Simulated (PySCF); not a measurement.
# HF/x2c-TZVPPall (sfX2C) run of InHBrClO (SMILES [OH][In]([Cl])[Br])

Aim: the vertical singlet–triplet gap of InHBrClO at HF/x2c-TZVPPall (sfX2C), from 2 runs. The job is set up through a Python script.

The results are computed with PySCF 2.14.0.

## (1) Starting point

The species is InHBrClO (5 atoms), meant as a singlet with charge 0. SMILES: `[OH][In]([Cl])[Br]`. Geometry: relaxed at PBE0-D4/def2-TZVP. This is one conformer, not always the lowest.

Bond lengths: O1–In2 1.962 Å, In2–Cl3 2.310 Å, In2–Br4 2.427 Å, O1–H5 0.962 Å. Angles: O1–In2–Cl3 118.2°, O1–In2–Br4 120.5°, Cl3–In2–Br4 121.3°, In2–O1–H5 111.6°.

## (2) A single-point energy at HF/x2c-TZVPPall (sfX2C)

Input file run.py:

```python
# [OH][In]([Cl])[Br]
from pyscf import gto

mol = gto.M(
    atom='''
O     -0.486038     2.914714     0.024000
In    -0.192374    -0.772709    -0.232058
Cl     3.249762    -2.705332     1.632912
Br    -3.378452    -3.210645    -2.454376
H      0.901588     3.634699     0.951288
''',
    max_memory=1860,
    verbose=3,
    spin=0,
    charge=0,
    unit='bohr',
    basis='x2c-tzvppall',
)

mf = mol.RHF()
mf = mf.sfx2c1e()
mf.conv_tol = 1e-10
mf.kernel()
if not mf.converged:
    mf = mf.newton().run(mf.mo_coeff, mf.mo_occ)

energy = mf.e_tot
print(f'total energy: {energy:.8f} hartree')
```

Started as:

```sh
OMP_NUM_THREADS=1 python run.py
```

The program printed:

```text
converged SCF energy = -9019.40459687087
total energy: -9019.40459687 hartree
```

It took 31 s on 1 thread of Arm Neoverse V1, shared host; peak memory 1.6 GiB.

## (3) The triplet, same level

Input file job.py:

```python
from pyscf import gto

mol = gto.M(
    atom='''
O       -0.257200       1.542400       0.012700
In      -0.101800      -0.408900      -0.122800
Cl       1.719700      -1.431600       0.864100
Br      -1.787800      -1.699000      -1.298800
H        0.477100       1.923400       0.503400
''',
    max_memory=1860,
    basis='x2c-tzvppall',
    spin=2,
    verbose=3,
    charge=0,
)

calc0 = mol.UHF()
calc0 = calc0.sfx2c1e()
calc0.conv_tol = 1e-10
calc0.kernel()
if not calc0.converged:
    calc0 = calc0.newton().run(calc0.mo_coeff, calc0.mo_occ)

energy = calc0.e_tot
print('E(%s) = %.9f' % ('HF', energy))
```

Started as:

```sh
OMP_NUM_THREADS=1 python job.py
```

The program printed:

```text
WARN: HOMO -0.0862866152628072 >= LUMO -0.40848775678201

WARN: HOMO -0.20138104604672 >= LUMO -0.211644377498587

converged SCF energy = -9019.22080442491  <S^2> = 2.0174092  2S+1 = 3.0115837
E(HF) = -9019.220804425
```

It took 72 s on 1 thread of Arm Neoverse V1, shared host; peak memory 1.6 GiB.

## (4) Outcome

Level: HF/x2c-TZVPPall (sfX2C).

| quantity | value |
| --- | --- |
| singlet: total energy | -9019.40460 Eh |
| singlet: dipole moment | 0.95 D |
| singlet: HOMO energy | -11.73 eV |
| singlet: LUMO energy | 0.80 eV |
| singlet: HOMO–LUMO gap | 12.53 eV |
| triplet: total energy | -9019.22080 Eh |
| triplet: dipole moment | 4.83 D |
| triplet: HOMO energy (highest over α and β) | -5.87 eV |
| triplet: LUMO energy (lowest over α and β) | -3.24 eV |
| triplet: ⟨S²⟩ | 2.017 |
| vertical energy of the triplet above the singlet | 5.001 eV |

In words: At this shape the triplet lies 5.00 eV (483 kJ/mol) above the singlet. Mulliken charges (triplet) run from -0.65 on O1 to +0.70 on In2.
